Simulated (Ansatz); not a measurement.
# CH₄SSeSi: a ladder of functionals and wavefunction methods

How much do the methods differ for CH₄SSeSi? The plan is to run it at one geometry with functionals of several rungs and with coupled cluster, and see how far each lands from CCSD(T) at the basis-set limit for the atomisation energy.

The runs use Ansatz 0.2.0, Gaussian basis; functionals in def2-TZVPP, the program's frozen cores in correlated methods.

The runs, in order: PBE-D4, r2SCAN-D4, PBE0-D4, B3LYP-D4, ωB97X-V, ωB97M-V, B2PLYP; CCSD(T)/def2-TZVPP; MP2/def2-QZVPP; extrapolation to the limit.

### Step 1. Structure used throughout

All runs share one geometry, relaxed beforehand with PBE0-D4/def2-TZVP.

8 atoms, charge 0, spin multiplicity 1.

Atoms are counted from 1 here; the program's logs count them from 0.

Bond lengths: S1–C2 1.611 Å, C2–Si3 1.877 Å, C2–H5 1.095 Å, Si3–Se4 2.283 Å, Si3–H6 1.486 Å, Si3–H7 1.478 Å, Se4–H8 1.469 Å. Angles: S1–C2–Si3 122.8°, S1–C2–H5 119.1°, Si3–C2–H5 118.1°, C2–Si3–Se4 110.1°, C2–Si3–H6 109.2°, C2–Si3–H7 109.2°, Se4–Si3–H6 109.4°, Se4–Si3–H7 106.8°, H6–Si3–H7 112.1°, Si3–Se4–H8 92.8°.

### Step 2. PBE-D4 (GGA)

Contents of in.yaml:

```yaml
crystal:
  periodic: [false, false, false]
  atoms:
    - {symbol: S, position_ang: [-0.768979, 2.536627, -0.591988]}
    - {symbol: C, position_ang: [0.012676, 1.329445, 0.133803]}
    - {symbol: Si, position_ang: [0.112591, -0.399193, -0.589967]}
    - {symbol: Se, position_ang: [-0.911126, -1.891099, 0.801796]}
    - {symbol: H, position_ang: [0.494154, 1.511858, 1.100022]}
    - {symbol: H, position_ang: [1.540551, -0.777143, -0.755741]}
    - {symbol: H, position_ang: [-0.624553, -0.433711, -1.870875]}
    - {symbol: H, position_ang: [0.236886, -1.933983, 1.717348]}
basis:
  gaussian: {orbitals: def2-TZVPP}
hamiltonian: {xc: pbe, dispersion: d4}
output: {forces: true, orbitals: {seedname: orbitals}}
```

The run is started by

```sh
> ansatz run in.yaml --threads 4 --pin off --events-out ev --progress --plain --max-ram 10444MiB
```

After this run come: r2SCAN-D4 (meta-GGA); PBE0-D4 (hybrid); B3LYP-D4 (hybrid); ωB97X-V (range-separated); ωB97M-V (range-separated); B2PLYP (double hybrid); CCSD(T) in def2-TZVPP; MP2 in def2-QZVPP.

Before running them: what should the planned runs give, taken together? Wanted: atomisation energy, CCSD(T)/CBS; farthest; mean size of error, hybrid; mean size of error, range-separated; gap, smallest and largest; T1 diagnostic; triples share of the correlation energy.

The runs gave:

| quantity | value |
| --- | --- |
| atomisation energy, CCSD(T)/CBS | 2521.5 kJ/mol |
| functionals within 25.2 kJ/mol (1.0 %) | r2SCAN-D4, PBE0-D4, B3LYP-D4, ωB97X-V, ωB97M-V |
| farthest | B2PLYP (-52.5 kJ/mol) |
| mean size of error, hybrid | 17.0 kJ/mol |
| mean size of error, range-separated | 5.1 kJ/mol |
| gap, smallest and largest | 1.50 eV (PBE-D4), 8.13 eV (ωB97X-V) |
| T1 diagnostic | 0.0127 |
| triples share of the correlation energy | 4.4 % |

In words: PBE-D4 is off by +32.8 kJ/mol, about 4.7 kJ/mol a bond. Double hybrids carry the basis error of their MP2 part in triple zeta, and no dispersion term here, so their miss is partly the set-up's. Misses under about 25.2 kJ/mol are within the doubt on the reference itself, which lacks core-valence correlation, relativity and higher excitations, and its outer-core shells are covered unevenly. All levels share the lack of spin-orbit coupling, which lowers the free heavy atoms and so the true binding. Hartree-Fock recovers 69 % of the binding; the rest is correlation. Orbital gaps span 1.5 to 8.1 eV; exact exchange widens them. The restricted reference is unstable towards a spin-broken one. Correlated methods include outer-core shells of Se, which these sets cover unevenly.
